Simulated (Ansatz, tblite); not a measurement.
# Ga(NH3)F3 (F3GaH3N): rung by rung

Aim: run the singlet of Ga(NH3)F3 (F3GaH3N) at one geometry on many levels, and compare frontier levels, spin and run time.

Method: as each input shows; program: Ansatz 0.2.0, Gaussian basis.

Plan: GFN1-xTB, GFN2-xTB, PBE-D4/def2-TZVP, r2SCAN-D4/def2-TZVP, ωB97M-V/def2-TZVP, HF/def2-TZVP, B2PLYP/def2-TZVP, BHLYP-D4/def2-TZVP, ωB97X-V/def2-TZVP, CAM-B3LYP-D4/def2-TZVP, B3LYP-D4/def2-TZVP, PBE-D4/def2-SVP, PBE0-D4/def2-SVP, HF/STO-3G, HF/6-31G, B3LYP-D4/6-31G, CCSD(T)/def2-TZVP, RPA/def2-TZVP.

### Step 1. The relaxed structure

The geometry is that of the singlet, from an earlier relaxation (PBE-D4/def2-SVP).

8 atoms, charge 0, spin multiplicity 1.

Bond lengths: Ga1–N2 2.077 Å, Ga1–F6 1.773 Å, Ga1–F7 1.773 Å, Ga1–F8 1.773 Å, N2–H3 1.030 Å, N2–H4 1.030 Å, N2–H5 1.030 Å. Angles: N2–Ga1–F6 99.8°, N2–Ga1–F7 99.8°, N2–Ga1–F8 99.8°, F6–Ga1–F7 117.2°, F6–Ga1–F8 117.2°, F7–Ga1–F8 117.2°, Ga1–N2–H3 110.2°, Ga1–N2–H4 110.2°, Ga1–N2–H5 110.2°, H3–N2–H4 108.7°, H3–N2–H5 108.7°, H4–N2–H5 108.7°.

PBE0-D4/def2-TZVP was run before; its log isn't repeated, and its numbers join the tables.

### Step 2. GFN1-xTB

Tight binding, by tblite at 300 K electronic temperature and without a spin-polarisation term:

```python
tblite.interface.Calculator('GFN1-xTB', numbers, positions, charge=0, uhf=0).singlepoint()
```

Energy -591.2488 eV, HOMO -13.08 eV, LUMO -7.17 eV; 0.004 s.

### Step 3. GFN2-xTB

Tight binding, by tblite at 300 K electronic temperature and without a spin-polarisation term:

```python
tblite.interface.Calculator('GFN2-xTB', numbers, positions, charge=0, uhf=0).singlepoint()
```

Energy -545.0617 eV, HOMO -13.13 eV, LUMO -7.47 eV; 0.002 s.

### Step 4. PBE-D4/def2-TZVP

start.molden holds the orbitals of an earlier run on this state, given as this run's starting guess.

in.yaml

```yaml
crystal:
  periodic: [false, false, false]
  atoms:
    - {symbol: Ga, position_ang: [-0.002405, 0.003806, -1.058856]}
    - {symbol: N, position_ang: [0.002254, -0.003528, 1.018236]}
    - {symbol: H, position_ang: [-0.658406, 0.699623, 1.377855]}
    - {symbol: H, position_ang: [0.943921, 0.215769, 1.372345]}
    - {symbol: H, position_ang: [-0.276281, -0.929956, 1.370902]}
    - {symbol: F, position_ang: [1.701119, 0.389986, -1.362589]}
    - {symbol: F, position_ang: [-1.188759, 1.288003, -1.353322]}
    - {symbol: F, position_ang: [-0.521434, -1.663694, -1.364581]}
basis:
  gaussian: {orbitals: def2-TZVP, initial_orbitals: start.molden}
hamiltonian: {xc: pbe, dispersion: d4}
scf: {omitted_lower_state_checks: [starts]}
output: {orbitals: {seedname: orbitals}}
```

Launch:

```sh
> ansatz run in.yaml --threads 4 --pin off --events-out ev --progress --plain --max-ram 3916MiB
```

Further steps of the session: r2SCAN-D4/def2-TZVP; ωB97M-V/def2-TZVP; HF/def2-TZVP; B2PLYP/def2-TZVP; BHLYP-D4/def2-TZVP; ωB97X-V/def2-TZVP; CAM-B3LYP-D4/def2-TZVP; B3LYP-D4/def2-TZVP; PBE-D4/def2-SVP; PBE0-D4/def2-SVP; HF/STO-3G; HF/6-31G; B3LYP-D4/6-31G; CCSD(T)/def2-TZVP; RPA/def2-TZVP.

Q: Predict the results of all the runs planned. Wanted: gap in def2-TZVP, named functionals and Hartree-Fock, smallest and largest; correlation energy, CCSD(T)/def2-TZVP; binding an atom, CCSD(T)/def2-TZVP; PBE0 total energy, smallest basis above largest.

As calculated:

```
                                                                  quantity                            value
gap in def2-TZVP, named functionals and Hartree-Fock, smallest and largest  6.49 eV (PBE-D4), 17.18 eV (HF)
                                     correlation energy, CCSD(T)/def2-TZVP                        -33.74 eV
                                        binding an atom, CCSD(T)/def2-TZVP                         3.548 eV
                           PBE0 total energy, smallest basis above largest   18.78 eV (def2-SVP, def2-TZVP)
```

What this shows: Orbital gaps of the named functionals and Hartree-Fock in def2-TZVP span 6.49 eV (PBE-D4) to 17.18 eV (HF); exact exchange widens it. A small miss in a minimal or small basis is a cancelling of errors, not accuracy. The functionals in def2-TZVP miss CCSD(T)/def2-TZVP by -0.100 (BHLYP-D4) to +0.146 eV (PBE-D4) an atom. CCSD(T)/def2-TZVP isn't at the basis-set limit; small misses against it rank nothing.
